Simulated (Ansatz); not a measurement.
**HI₃OTi: a ladder of functionals and wavefunction methods**

One table from this session's results is given with a row withheld; the runs are named, their logs left out.

Computed with Ansatz 0.2.0, Gaussian basis. Level: functionals in def2-TZVPP, the program's frozen cores in correlated methods.

Plan: LDA (SPW92), PBE-D4, revPBE-D4, BLYP-D4, r2SCAN-D4, B97M-V, PBE0-D4, B3LYP-D4, r2SCANh-D4, r2SCAN0-D4, HSE06-D4, BHLYP-D4, CAM-B3LYP-D4, LC-ωPBE, ωB97X-V, ωB97M-V, B2PLYP, PBE-QIDH; CCSD(T)/def2-SVP; MP2/def2-TZVPP; MP2/def2-QZVPP; RPA on PBE.

1 further run of the same task is left out (for a known fault of the program). Runs told in other sessions of the task aren't counted.

## The geometry

All runs share one geometry, relaxed beforehand with PBE0-D4 in a triple-zeta def2 set. I takes the def2 core potential; no spin-orbit term is included.

SMILES `[OH][Ti]([I])([I])[I]`, 6 atoms, charge 0, spin multiplicity 1.

Atoms are counted from 1 here; the program's logs count them from 0.

Bond lengths: O1–Ti2 1.735 Å, O1–H6 0.957 Å, Ti2–I3 2.547 Å, Ti2–I4 2.547 Å, Ti2–I5 2.549 Å. Angles: Ti2–O1–H6 157.9°, O1–Ti2–I3 109.3°, O1–Ti2–I4 109.3°, O1–Ti2–I5 110.0°, I3–Ti2–I4 108.7°, I3–Ti2–I5 109.7°, I4–Ti2–I5 109.7°.

Set-up of the first run:

Input file in.yaml:

```yaml
crystal:
  periodic: [false, false, false]
  atoms:
    - {symbol: O, position_ang: [-0.499577, 0.310709, 1.297488]}
    - {symbol: Ti, position_ang: [0.122112, 0.002829, -0.292614]}
    - {symbol: I, position_ang: [2.210596, -1.444200, -0.114721]}
    - {symbol: I, position_ang: [-1.628714, -1.250503, -1.653117]}
    - {symbol: I, position_ang: [0.695121, 2.202945, -1.445786]}
    - {symbol: H, position_ang: [-0.857439, 0.114121, 2.162552]}
basis:
  gaussian: {orbitals: def2-TZVPP}
hamiltonian: {xc: lda}
output: {orbitals: {seedname: orbitals}}
```

Command:

```
$ ansatz run in.yaml --threads 4 --pin off --events-out ev --progress --plain --max-ram 11315MiB
```

Steps of the session up to this table: LDA; PBE-D4 (GGA); revPBE-D4 (GGA); BLYP-D4 (GGA); r2SCAN-D4 (meta-GGA); B97M-V (meta-GGA); B3LYP-D4 (hybrid); r2SCANh-D4 (hybrid); r2SCAN0-D4 (hybrid); HSE06-D4 (hybrid); BHLYP-D4 (hybrid); CAM-B3LYP-D4 (range-separated); LC-ωPBE (range-separated); ωB97X-V (range-separated); ωB97M-V (range-separated); B2PLYP (double hybrid); PBE-QIDH (double hybrid).

One table of the session follows, with a row left open; its other results are not shown here.

It belongs to the step «Orbital energies across the functionals». 

```
  functional  HOMO (eV)  LUMO (eV)  gap (eV)
 LDA (SPW92)      -6.65      -4.25      2.40
      PBE-D4      -6.47      -4.03      2.44
   revPBE-D4      -6.42      -3.96      2.46
     BLYP-D4      -6.28      -3.89      2.39
   r2SCAN-D4      -6.78      -4.07      2.71
      B97M-V      -6.71      -3.99      2.72
     PBE0-D4      -7.52      -3.33      4.19
    B3LYP-D4          ?          ?         ?
  r2SCANh-D4      -7.16      -3.78      3.37
  r2SCAN0-D4      -7.73      -3.34      4.39
    HSE06-D4      -7.14      -3.70      3.45
    BHLYP-D4      -8.39      -2.42      5.98
CAM-B3LYP-D4      -8.65      -2.38      6.28
     LC-ωPBE      -9.91      -1.48      8.44
     ωB97X-V      -9.60      -1.45      8.15
     ωB97M-V      -9.48      -1.45      8.03
```

**Question.** Estimate the row for B3LYP-D4.

Worked estimate for «HOMO (eV)». Against the share of exact exchange, BLYP-D4 (0, -6.28), BHLYP-D4 (0.5, -8.39) give a slope of -4.22 per unit share; at 0.2 the line stands at -7.12.

The run gave: HOMO (eV): -7.28; LUMO (eV): -3.50; gap (eV): 3.77. In «HOMO (eV)» the line misses by +0.16.
